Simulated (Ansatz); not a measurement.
# Alloy of GaAs and InAs (22 of 32 Ga sites exchanged), 64 atoms

Wanted: the relaxed alloy cell and its gap (PBEsol and HSE06).

All numbers are computed with Ansatz 0.2.0 (PAW, plane waves).

## (1) The system as built

64 atoms (10 Ga, 22 In, 32 As); a = 11.910 Å, b = 11.910 Å, c = 11.910 Å, α = 90.00°, β = 90.00°, γ = 90.00°. All atoms were shaken off their sites by about 0.02 Å along each axis.

The runs, in order: (2) PBEsol cell relaxation at the single k point (¼, ¼, ¼), on 1 × NVIDIA H100 80GB HBM3 with 4 threads of AMD EPYC 7R13; (3) HSE06 single point at the Γ point alone, on 1 × NVIDIA H100 80GB HBM3 with 4 threads of AMD EPYC 7R13.

## (2) Relaxing cell and atoms with PBEsol

Contents of in.yaml:

```yaml
crystal:
  lattice:
    - [11.909726, 0.000000, 0.000000]
    - [0.000000, 11.909726, 0.000000]
    - [0.000000, 0.000000, 11.909726]
  atoms:
    - { symbol: Ga, position: [0.001596, 0.000702, 0.998978] }
    - { symbol: Ga, position: [0.002973, 0.500213, 0.998821] }
    - { symbol: Ga, position: [0.250227, 0.751273, 0.499653] }
    - { symbol: Ga, position: [0.246882, 0.001369, 0.749022] }
    - { symbol: Ga, position: [0.250459, 0.498018, 0.751544] }
    - { symbol: Ga, position: [0.750948, 0.997326, 0.249624] }
    - { symbol: Ga, position: [0.747988, 0.496762, 0.250716] }
    - { symbol: Ga, position: [0.000306, 0.251414, 0.246782] }
    - { symbol: Ga, position: [0.999944, 0.247912, 0.750169] }
    - { symbol: Ga, position: [0.001374, 0.747646, 0.751441] }
    - { symbol: In, position: [0.999928, 0.999805, 0.500457] }
    - { symbol: In, position: [0.003224, 0.500415, 0.501160] }
    - { symbol: In, position: [0.501183, 0.998347, 0.998105] }
    - { symbol: In, position: [0.500512, 0.000391, 0.503602] }
    - { symbol: In, position: [0.501925, 0.499178, 0.003797] }
    - { symbol: In, position: [0.499464, 0.504217, 0.496630] }
    - { symbol: In, position: [0.250998, 0.249953, 0.001512] }
    - { symbol: In, position: [0.249712, 0.247376, 0.499424] }
    - { symbol: In, position: [0.250817, 0.750374, 0.998616] }
    - { symbol: In, position: [0.751251, 0.245701, 0.000052] }
    - { symbol: In, position: [0.750736, 0.248292, 0.502672] }
    - { symbol: In, position: [0.750194, 0.751461, 0.003167] }
    - { symbol: In, position: [0.746911, 0.752825, 0.503059] }
    - { symbol: In, position: [0.251681, 0.998259, 0.249215] }
    - { symbol: In, position: [0.253222, 0.501327, 0.247541] }
    - { symbol: In, position: [0.749049, 0.000518, 0.750496] }
    - { symbol: In, position: [0.748107, 0.499531, 0.748653] }
    - { symbol: In, position: [0.002981, 0.749588, 0.250042] }
    - { symbol: In, position: [0.496905, 0.248872, 0.248388] }
    - { symbol: In, position: [0.500680, 0.252246, 0.749512] }
    - { symbol: In, position: [0.498610, 0.753120, 0.252261] }
    - { symbol: In, position: [0.500623, 0.751031, 0.752351] }
    - { symbol: As, position: [0.123128, 0.126150, 0.124666] }
    - { symbol: As, position: [0.125071, 0.123515, 0.624717] }
    - { symbol: As, position: [0.126267, 0.623797, 0.126839] }
    - { symbol: As, position: [0.124464, 0.624329, 0.626497] }
    - { symbol: As, position: [0.625540, 0.121555, 0.129330] }
    - { symbol: As, position: [0.623820, 0.121882, 0.626428] }
    - { symbol: As, position: [0.625455, 0.625582, 0.125375] }
    - { symbol: As, position: [0.623344, 0.622424, 0.626870] }
    - { symbol: As, position: [0.373187, 0.374660, 0.125738] }
    - { symbol: As, position: [0.375864, 0.375388, 0.625771] }
    - { symbol: As, position: [0.373658, 0.872388, 0.126525] }
    - { symbol: As, position: [0.372643, 0.875255, 0.625331] }
    - { symbol: As, position: [0.875209, 0.374227, 0.124362] }
    - { symbol: As, position: [0.873541, 0.374592, 0.628175] }
    - { symbol: As, position: [0.873510, 0.874692, 0.126433] }
    - { symbol: As, position: [0.876300, 0.874283, 0.623948] }
    - { symbol: As, position: [0.372872, 0.126464, 0.377570] }
    - { symbol: As, position: [0.372890, 0.127022, 0.874644] }
    - { symbol: As, position: [0.374277, 0.624282, 0.377519] }
    - { symbol: As, position: [0.374735, 0.625142, 0.874985] }
    - { symbol: As, position: [0.870334, 0.125024, 0.372176] }
    - { symbol: As, position: [0.873803, 0.123501, 0.876098] }
    - { symbol: As, position: [0.874962, 0.626896, 0.372599] }
    - { symbol: As, position: [0.877068, 0.624009, 0.874369] }
    - { symbol: As, position: [0.127522, 0.375740, 0.375278] }
    - { symbol: As, position: [0.123177, 0.375813, 0.876223] }
    - { symbol: As, position: [0.125295, 0.875578, 0.375493] }
    - { symbol: As, position: [0.123448, 0.873533, 0.876440] }
    - { symbol: As, position: [0.626132, 0.375699, 0.375817] }
    - { symbol: As, position: [0.625973, 0.374746, 0.876757] }
    - { symbol: As, position: [0.626466, 0.874713, 0.375428] }
    - { symbol: As, position: [0.624374, 0.875714, 0.873343] }
  symmetry: { detect: false }
kpoints:
  mp_grid: { grid: [1, 1, 1], shift: [0.25, 0.25, 0.25] }
hamiltonian:
  xc: pbesol
scf:
  occupations: { method: fermi_dirac, width: 0.01 }
relax:
  f_tol: 0.03
  max_steps: 80
  escape_saddle: false
  adjacent_minimum: "off"
  cell: { fix: [shape] }
output:
  forces: true
  eigenvalues: true
  populations: true
```

Launch:

```bash
$ ansatz run in.yaml --threads 4 --pin off --max-ram 61750MiB --runs-dir r --events-out ev --progress --plain --backend cuda --devices 0, --max-vram 37GiB
```

The program printed:

```text
Pseudopotentials: kind: paw
Functional definition: PBEsol
  exchange = pbesol_x
  correlation = pbesol_c
Crystal: 64 atoms, lattice volume = 1689.294 Å³
Basis set: ecut = 420 eV, 33059 PW (Γ), exchange–correlation on 160×160×160 points (8 copies of the dense FFT grid, shifted against one another)
Bands: 538, of which v1, the nominal top of the filled ones, is band 448 counted from 1 (447 counted from 0)
Symmetry: 1 space group operations
k-points: 1
Non-local potential: Ga, projectors of the file, l = 0: 2, l = 1: 2, l = 2: 3, l = 3: 1
Non-local potential: In, projectors of the file, l = 0: 2, l = 1: 2, l = 2: 2, l = 3: 2
Non-local potential: As, projectors of the file, l = 0: 2, l = 1: 2, l = 2: 3, l = 3: 1
PAW form: soft (Blöchl's): semilocal exchange-correlation on the pseudo side does not see the compensation charge
PAW frozen core: Ga, regenerated for the run's functional, and the local potential with it (the file was generated under x = pbe(κ = 0.804, μ = 0.2195149727645171), c = pbe(β = 0.06672455060314922))
PAW frozen core: In, regenerated for the run's functional, and the local potential with it (the file was generated under x = pbe(κ = 0.804, μ = 0.2195149727645171), c = pbe(β = 0.06672455060314922))
PAW frozen core: As, regenerated for the run's functional, and the local potential with it (the file was generated under x = pbe(κ = 0.804, μ = 0.2195149727645171), c = pbe(β = 0.06672455060314922))
PAW one-centre angular grid: Ga, 590 points (default); XC on 64 Gauss nodes
PAW one-centre angular grid: In, 590 points (default); XC on 64 Gauss nodes
PAW one-centre angular grid: As, 590 points (default); XC on 64 Gauss nodes
Initial density: superposition of atomic densities (neutral atoms: chi_scale 0, normalization atom), corrected by the library's trained network
Initial wavefunctions: pseudopotential atomic-orbital guess
Functional: x = pbesol(κ = 0.804, μ = 0.12345679012345678), c = pbesol(β = 0.046)
SCF iter   1: F=—  HF=-313019.704138 eV  |F-HF|=—  |Δ(HF+E_count)|=         —  Δρ=4.63e-3  dr2=5.11e-1  ethr=1.77e-3  ⟨swp⟩=6.0  Hψ=2058  notcnv=0  defer=5
preconditioner: auto → Resta (q_TF=auto, 2.455 Å⁻¹)  ε∞=3.4  [insulator: Δε(μ)=1.025 eV  Ē_g=13.864 eV  σ=0.010 eV  W_gap=1.00  n_scr=436 (ndim 8)  ℏωp=21.7 eV  f_vac=0.103  D(μ)=0.00/eV (n_scr^D=0)  ε∞_Penn≈3.4]
SCF iter   2: F=—  HF=-313019.547453 eV  |F-HF|=—  |Δ(HF+E_count)|=   1.57e-1  Δρ=2.11e-3  dr2=1.09e-1  ethr=5.70e-5  ⟨swp⟩=3.0  Hψ=1076  notcnv=0  defer=81
SCF iter   3: F=—  HF=-313019.528739 eV  |F-HF|=—  |Δ(HF+E_count)|=   1.87e-2  Δρ=5.69e-4  dr2=9.45e-3  ethr=1.21e-5  ⟨swp⟩=3.0  Hψ=594  notcnv=0  defer=81
SCF iter   4: F=—  HF=-313019.532466 eV  |F-HF|=—  |Δ(HF+E_count)|=   3.73e-3  Δρ=2.23e-4  dr2=1.35e-3  ethr=1.05e-6  ⟨swp⟩=2.0  Hψ=914  notcnv=0  defer=81
SCF iter   5: F=—  HF=-313019.528307 eV  |F-HF|=—  |Δ(HF+E_count)|=   4.16e-3  Δρ=7.56e-5  dr2=1.91e-4  ethr=1.51e-7  ⟨swp⟩=2.0  Hψ=904  notcnv=0  defer=81
SCF iter   6: F=—  HF=-313019.528276 eV  |F-HF|=—  |Δ(HF+E_count)|=   3.15e-5  Δρ=3.15e-5  dr2=2.28e-5  ethr=2.13e-8  ⟨swp⟩=2.0  Hψ=904  notcnv=0  defer=81
SCF iter   7: F=—  HF=-313019.531402 eV  |F-HF|=—  |Δ(HF+E_count)|=   3.13e-3  Δρ=1.01e-5  dr2=1.78e-6  ethr=2.55e-9  ⟨swp⟩=2.0  Hψ=888  notcnv=0  defer=81
SCF iter   8: F=—  HF=-313019.531404 eV  |F-HF|=—  |Δ(HF+E_count)|=   2.37e-6  Δρ=3.15e-6  dr2=2.36e-7  ethr=1.99e-10  ⟨swp⟩=2.0  Hψ=985  notcnv=0  defer=81
SCF iter   9: F=-313019.531404 eV  HF=-313019.531404 eV  |F-HF|=3.04e-8  |Δ(HF+E_count)|=   1.80e-7  Δρ=1.11e-6  dr2=2.33e-8  ethr=1.12e-11  ⟨swp⟩=11.0  Hψ=3046  notcnv=0
SCF 1 converged in 9 iterations: F = -313019.531404 eV  dr2 = 2.33e-8
relax step   1: F+E_penalty+E_count = -313019.53140442 eV  Δ(F+E_penalty+E_count) = +0.000e0 eV  max|allowed force component| = 1.455e0 eV/Å  Δτ_max = 0.0000 Å  P = +0.619 GPa  Ω = 1689.294 Å³  fix = [alpha, beta, gamma, b/a, c/a]  reactions: b/a -0.013, c/a +0.003 GPa; alpha +0.338, beta +0.483, gamma +0.661 GPa/rad  (9 SCF iters, dr2 threshold 1.00e-7 eV, accepted)
[... 14 lines left out ...]
relax step   2: F+E_penalty+E_count = -313021.80559977 eV  Δ(F+E_penalty+E_count) = -2.274e0 eV  max|allowed force component| = 2.699e-1 eV/Å  Δτ_max = 0.1988 Å  P = -0.719 GPa  Ω = 1707.440 Å³  energy of the carried Pulay correction = -3.502e-3 eV  fix = [alpha, beta, gamma, b/a, c/a]  reactions: b/a -0.025, c/a -0.015 GPa; alpha +0.535, beta +0.527, gamma +0.537 GPa/rad  (7 SCF iters, dr2 thresh [...]
[... 6 lines left out ...]
relax step   3: F+E_penalty+E_count = -313021.91751888 eV  Δ(F+E_penalty+E_count) = -1.119e-1 eV  max|allowed force component| = 7.472e-2 eV/Å  Δτ_max = 0.0493 Å  P = +0.089 GPa  Ω = 1683.979 Å³  energy of the carried Pulay correction = +1.033e-3 eV  fix = [alpha, beta, gamma, b/a, c/a]  reactions: b/a -0.027, c/a -0.015 GPa; alpha +0.553, beta +0.510, gamma +0.546 GPa/rad  (6 SCF iters, dr2 thres [...]
[... 10 lines left out ...]
relax step   4: F+E_penalty+E_count = -313021.92209489 eV  Δ(F+E_penalty+E_count) = -4.576e-3 eV  max|allowed force component| = 2.017e-2 eV/Å  Δτ_max = 0.0146 Å  P = +0.001 GPa  Ω = 1686.405 Å³  energy of the carried Pulay correction = +5.611e-4 eV  fix = [alpha, beta, gamma, b/a, c/a]  reactions: b/a -0.025, c/a -0.016 GPa; alpha +0.550, beta +0.510, gamma +0.545 GPa/rad  (6 SCF iters, dr2 thres [...]
[... 10 lines left out ...]
relax step   5: F+E_penalty+E_count = -313021.92156788 eV  Δ(F+E_penalty+E_count) = +5.270e-4 eV  max|allowed force component| = 2.016e-2 eV/Å  Δτ_max = 0.0000 Å  P = +0.000 GPa  Ω = 1686.405 Å³  fix = [alpha, beta, gamma, b/a, c/a]  reactions: b/a -0.025, c/a -0.016 GPa; alpha +0.551, beta +0.510, gamma +0.546 GPa/rad  stress off target by 4.44e-4 GPa on what of the cell is left free  SCF on the [...]
SCF converged after 5 iterations
Free energy (F): -313021.921568 eV
Harris-Foulkes:  -313021.921568 eV  (|F-HF|=1.16e-10)
Internal energy: -313021.921568 eV  (E = F + TS)
E sigma→0 (E₀):  -313021.921568 eV
Fermi energy:    8.017891 eV
--- Per-component energies (eV) ---
  E_band       = -10228.677725
  E_kinetic    = 9820.879478
  E_local      = -112724.294484  (includes V_loc(G=0)·N_el)
  E_nonlocal   = -9016.933874
  E_hartree    = 55203.873342
  E_xc         = -7891.530075
  E_vxc        = -5305.259110  (∫ρ·V_xc dr)
  E_paw        = -166738.642109  (= ΣΔE_a)
  E_vpaw       = -3410.816405  (= ΣTr[D̂ρ^β])
  E_aug_tail   = -0.000344  (compensation charges beyond the density's cutoff)
  E_ewald      = -81720.018854
  E_core_change = 44.745351  (= ΣΔE_core)
  E_smearing   = -0.000000  (= −TS)
  E_closure    = -0.000000  (closes the sum)
  Σ components = -313021.921568   (vs F -313021.921568, Δ=0.00e0)
--- Forces (eV/Å), atoms counted from 1 ---
  atom   1  Ga     0.00723608    -0.00757908    -0.00195405
  atom   2  Ga     0.00778672    -0.00329113     0.00174436
  atom   3  Ga    -0.00141229     0.00246587    -0.00509067
  atom   4  Ga    -0.00519379    -0.00261050    -0.00744014
  atom   5  Ga    -0.00321327    -0.00355148     0.00199276
  atom   6  Ga    -0.00378832    -0.00253352    -0.00525777
  atom   7  Ga    -0.00449818    -0.00527915     0.00266707
  atom   8  Ga     0.00820736     0.00120422    -0.00752667
  atom   9  Ga     0.00774634    -0.00675592     0.00023150
  atom  10  Ga     0.01188971    -0.00140080     0.00657923
  atom  11  In     0.00794223     0.00465990     0.00328828
  atom  12  In    -0.00069230    -0.00040026     0.00398558
  atom  13  In     0.00946732     0.00424150     0.00358026
  atom  14  In    -0.00719034    -0.00507647     0.00515911
  atom  15  In    -0.00640426     0.00320001    -0.00553792
  atom  16  In     0.00772694    -0.00090416     0.00699749
  atom  17  In    -0.00249843     0.00706475     0.00251995
  atom  18  In     0.00249397    -0.01377461     0.00163873
  atom  19  In    -0.00046348     0.00324351     0.00106854
  atom  20  In    -0.00747970    -0.00934616     0.00175632
  atom  21  In    -0.00147304     0.00660342    -0.00314406
  atom  22  In    -0.00086599     0.00191956     0.00581621
  atom  23  In    -0.00791451     0.00137250     0.00244142
  atom  24  In    -0.00235245     0.00141188     0.00136975
  atom  25  In    -0.00514313     0.00270275    -0.00723445
  atom  26  In    -0.00344188     0.00337015     0.00610713
  atom  27  In    -0.00478555     0.00368211    -0.00675714
  atom  28  In     0.00336207     0.00325759    -0.00517938
  atom  29  In     0.00348557    -0.00540725    -0.00482071
  atom  30  In    -0.00654447     0.00260067     0.00340548
  atom  31  In    -0.00085040     0.00168294    -0.00165377
  atom  32  In     0.00495760     0.00382424    -0.00207428
  atom  33  As     0.00031366     0.00024161    -0.00216646
  atom  34  As     0.00302905     0.00804146    -0.00393193
  atom  35  As     0.00205692    -0.00172372     0.00778269
  atom  36  As    -0.00873871     0.00194277    -0.00157825
  atom  37  As    -0.00989954     0.01452667    -0.01094821
  atom  38  As     0.01057915    -0.01134898    -0.00268072
  atom  39  As     0.00233406     0.00683021    -0.01228792
  atom  40  As     0.00487188    -0.00190022     0.00537450
  atom  41  As     0.00009893    -0.00757251     0.00416140
  atom  42  As     0.00128986     0.00138645    -0.00069161
  atom  43  As    -0.00435512    -0.00998884    -0.00058882
  atom  44  As     0.00954370     0.01193366     0.00402147
  atom  45  As     0.00349861     0.00715890    -0.00229600
  atom  46  As    -0.00211218    -0.00016150     0.00303797
  atom  47  As    -0.00108049    -0.00345228     0.00921279
  atom  48  As    -0.01006104     0.00580874    -0.01943329
  atom  49  As    -0.00728776     0.01571657     0.00081618
  atom  50  As     0.00360399    -0.00557155    -0.00151439
  atom  51  As    -0.00918719     0.00232505     0.00059979
  atom  52  As     0.01080662    -0.00466856     0.00936127
  atom  53  As    -0.00792351    -0.01790524     0.01883710
  atom  54  As    -0.00672177     0.01880942    -0.00809936
  atom  55  As     0.00915180     0.00040625    -0.00163649
  atom  56  As    -0.00436368    -0.00088555    -0.00235107
  atom  57  As    -0.00262710     0.00026513    -0.00759078
  atom  58  As    -0.00418171    -0.00123770     0.00148216
  atom  59  As    -0.00055041    -0.01260658     0.00184998
  atom  60  As    -0.00411420     0.00063879     0.01256969
  atom  61  As    -0.00106868    -0.00076751     0.00390032
  atom  62  As     0.00662316    -0.00200729     0.00141549
  atom  63  As     0.02016191    -0.00032493    -0.00003868
  atom  64  As    -0.00978730    -0.00450613    -0.00526785
  max |Σ_I F_I| component: 9.41e-7 eV/Å
--- Stress (GPa, compression-positive) ---
        0.041052      -0.545532      -0.510270
       -0.545532      -0.024186      -0.550583
       -0.510270      -0.550583      -0.015533
  P = ⅓ Tr σ = 0.0004 GPa (0.004 kbar)
--- Band table (eV) ---
  k-point 0: bands = [... 436 lower levels ..., "6.6033", "6.6260", "6.6669", "6.6958", "6.7166", "6.7993", "6.8664", "7.0222", "7.0451", "7.0898", "7.4636", "7.4965", "8.5389", "8.7458", "9.2656", "9.3048", "9.3763", "9.3969", "9.4635", "9.4948", "9.5810", "9.6481", "9.6654", "9.7452", ... 78 higher levels ...]
--- Relaxed structure (4 steps of the walk, 4 accepted, 1 SCFs on fresh bases) ---
  F+E_penalty+E_count = -313021.92156788 eV   max|allowed force component| = 2.016e-2 eV/Å   (the final SCF, on the basis selected at the relaxed cell)
  cell:  # Å, volume = 1686.4051 Å³
    - [11.902932451154525, -1.5858669735030477e-142, -2.7515900432165555e-143]
    - [-1.5858669735030477e-142, 11.902932451154525, -7.227139905990689e-112]
    - [-2.7515900432165555e-143, -7.227139905990689e-112, 11.902932451154525]
  atoms:
    - { symbol: Ga, position: [0.00018666257917358182, 0.0029767652178755467, 0.9978263629318569] }
    - { symbol: Ga, position: [0.0004513208175665666, 0.49840943839019786, 0.9973413708085632] }
[... 62 atoms left out; the next input holds them all, rounded ...]
--- Löwdin populations: 64 sites ---
  site symbol       q [e]
     0     Ga     12.9475
     1     Ga     12.9464
     2     Ga     12.9496
     3     Ga     12.9438
     4     Ga     12.9439
     5     Ga     12.9437
     6     Ga     12.9427
     7     Ga     12.9426
     8     Ga     12.9498
     9     Ga     12.9435
    10     In     12.7336
    11     In     12.7333
    12     In     12.7356
    13     In     12.7319
    14     In     12.7349
    15     In     12.7330
    16     In     12.7340
    17     In     12.7404
    18     In     12.7385
    19     In     12.7356
    20     In     12.7355
    21     In     12.7349
    22     In     12.7401
    23     In     12.7307
    24     In     12.7325
    25     In     12.7285
    26     In     12.7278
    27     In     12.7360
    28     In     12.7342
    29     In     12.7287
    30     In     12.7297
    31     In     12.7316
    32     As     15.1168
    33     As     15.1179
    34     As     15.1788
    35     As     15.0568
    36     As     15.1769
    37     As     15.2359
    38     As     15.1742
    39     As     15.2400
    40     As     15.2363
    41     As     15.1783
    42     As     15.2371
    43     As     15.1204
    44     As     15.0646
    45     As     15.1790
    46     As     15.1197
    47     As     15.1798
    48     As     15.2368
    49     As     15.1762
    50     As     15.1740
    51     As     15.1782
    52     As     15.1169
    53     As     15.1168
    54     As     15.1785
    55     As     15.1168
    56     As     15.1800
    57     As     15.0631
    58     As     15.1757
    59     As     15.0637
    60     As     15.1768
    61     As     15.2378
    62     As     15.1786
    63     As     15.2375
  spilling = 0.001324 (of n_electrons = 896.000000)
```

Wall time 33 s (1 × NVIDIA H100 80GB HBM3 with 4 threads of AMD EPYC 7R13, shared host); peak host memory 1.6 GiB.

Recorded steps of the relaxation (solves on a freshly chosen basis count as rows, and their energies jump a little):

```
accepted step  energy change (eV)  largest force component (eV/Å)  SCF cycles  pressure (GPa)
            1               0.000                           1.455           9            0.62
            2              -2.274                           0.270           7           -0.72
            3              -2.386                           0.075           6            0.09
            4              -2.391                           0.020           6            0.00
            5              -2.390                           0.020           5            0.00
```

Largest shifts, less the median shift:

```
atom  shift (Å)      dx      dy      dz
As57      0.206  -0.137  -0.130  -0.083
As47      0.185   0.064   0.171  -0.031
As54      0.184   0.178   0.046   0.008
As50      0.177  -0.100  -0.131  -0.066
As46      0.174   0.128  -0.106   0.053
As35      0.170  -0.107  -0.064  -0.116
As34      0.170  -0.016   0.028   0.167
As42      0.167  -0.123   0.091   0.068
```

|  | before | after | change |
| --- | --- | --- | --- |
| a (Å) | 11.910 | 11.903 | -0.06 % |
| b (Å) | 11.910 | 11.903 | -0.06 % |
| c (Å) | 11.910 | 11.903 | -0.06 % |
| volume (Å³/atom) | 26.395 | 26.350 | -0.17 % |

Bond lengths by pair after relaxation (within a distance cut, which drops stretched bonds):

```
 pair  count  mean (Å)  spread (Å)  least   most
As–Ga     40     2.478       0.015  2.449  2.510
As–In     88     2.625       0.012  2.598  2.669
```

Top filled level 7.496 eV, lowest empty level 8.539 eV: 1.04 eV apart at the single k point (¼, ¼, ¼).

(Part 1 of 2 ends here.)
